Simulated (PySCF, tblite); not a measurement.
**C5H4OS2: geometry, infrared bands and NMR shifts**

Aim: predict the infrared bands and NMR shifts of C5H4OS2 (`O=c1ccsc(S)c1`).

The runs use tblite 0.8.0 and PySCF 2.14.0, with density-fitted response routines of our own; the level of theory stands in each step. All values are computed, except where a source is named. Atoms are numbered from 0 throughout.

**1. The starting structure**

12 atoms, charge 0, multiplicity 1; geometry from: force field or distance geometry start.

Bonds of the start (Å): O0–C1 1.21, C1–C2 1.46, C2–C3 1.32, C3–S4 1.73, S4–C5 1.74, C5–S6 1.76, C5–C7 1.34, C7–C1 1.48, C2–H8 1.09, C3–H9 1.10, S6–H10 1.33, C7–H11 1.07.

**2. Optimising the geometry with GFN2-xTB**

Job settings and geometry (Å):

```
{"job": {"kind": "relax", "xc": "GFN2-xTB", "basis": "xTB"}, "charge": 0, "multiplicity": 1}
O     -0.798600     2.234100    -0.760200
C     -0.586900     1.093600    -0.401300
C     -1.672500     0.126500    -0.223900
C     -1.505200    -1.123200     0.160400
S     -0.004100    -1.873700     0.564300
C      1.121200    -0.578500     0.293100
S      2.812100    -0.946300     0.590000
C      0.799800     0.658300    -0.104600
H     -2.666300     0.509800    -0.450200
H     -2.386100    -1.766900     0.265600
H      3.359700     0.235000     0.299000
H      1.528100     1.430500    -0.258200
```

Launch:

```sh
$ OMP_NUM_THREADS=1 python probes_run.py task.json out
```

The driver reads the jobs from task.json and runs them one after another.

**Question.** This job is followed by: GFN2-xTB harmonic vibrations, gas phase; GIAO PBE0/pcSseg-1 NMR shielding, non-relativistic, gas phase. Predict these results of the whole session: strongest single infrared mode (GFN2-xTB); zero-point energy (GFN2-xTB); 13C shifts against TMS (PBE0/pcSseg-1); 1H shifts against TMS (PBE0/pcSseg-1); 17O shifts against H2O (PBE0/pcSseg-1); 33S shifts against CS2 (PBE0/pcSseg-1); surface potential, 1st and 99th percentile.

As calculated:

| quantity | value |
| --- | --- |
| strongest single infrared mode (GFN2-xTB) | 1665 cm⁻¹, 559 km/mol |
| zero-point energy (GFN2-xTB) | 45.6 kcal/mol |
| 13C shifts against TMS (PBE0/pcSseg-1) | 177.8, 158.1, 140.8, 136.1, 133.8 ppm |
| 1H shifts against TMS (PBE0/pcSseg-1) | 7.25, 6.83, 6.83, 4.23 ppm |
| 17O shifts against H2O (PBE0/pcSseg-1) | 580.6 ppm |
| 33S shifts against CS2 (PBE0/pcSseg-1) | 135, 33 ppm |
| surface potential, 1st and 99th percentile | -1.91 V and 1.84 V |

Over 23 steps the energy fell by 0.107 eV; of the close pairs, C1–C7 changed most, 1.483 to 1.457 Å. No mode is imaginary among the 30: a minimum at this level. The strongest single mode, at 1665 cm⁻¹, moves mainly C1 and O0. Unscaled tight-binding wavenumbers are off by several per cent, some by more. Its intensities can rank the bands wrongly. At PBE0/pcSseg-1: The widest tensor belongs to O0: span 1091 ppm, with a paramagnetic part of -645 ppm. By nearest atom (PBE0/pcSseg-1), the HOMO sits on O0 23 %; C7 22 % and the LUMO on C1, C3, C5 about 17 % each; O0 19 %.
